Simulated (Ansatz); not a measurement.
Crystal: Sr2SO.

```xyz
4
Lattice="4.0432 0.0000 0.0000 0.0000 4.0432 0.0000 0.0000 0.0000 5.7180" Properties=species:S:1:pos:R:3 pbc="T T T"
Sr    2.0216    2.0216    2.8590
Sr    0.0000    0.0000    0.0000
S     0.0000    0.0000    2.8590
O     2.0216    2.0216    0.0000
```

The cell comes from a database or a generator and needn't be the stable form of this composition.

Base run:

```yaml
Program: Ansatz 0.2.0
Functional: HSE06 form with a typed share of exact exchange
Potentials_or_basis: Ansatz PAW
Cutoff: "420 eV (not typed: the program's choice for these potentials)"
k_mesh: 4 × 4 × 3
Occupations: fermi-dirac, width 0.05 eV
Spin: no spin polarisation
```

Its results: band gap on the k mesh 3.44 eV, direct; pressure -1.2 GPa.

Question: The run is repeated on the same cell with these changes: share of exact exchange from 0.25 to 0.3. What comes out?

Answer: Band gap on the k mesh 3.70 eV, direct; pressure -1.4 GPa.

Caveats: odd divisions of the mesh miss points on the zone boundary, where band edges often lie, so the gap on the mesh can be too wide; the PAW data sets come from PBE, with cores solved anew for the run's functional, which leaves a small shift of forces and pressure; the thresholds are loose for stress.

A k mesh can miss the band edges.
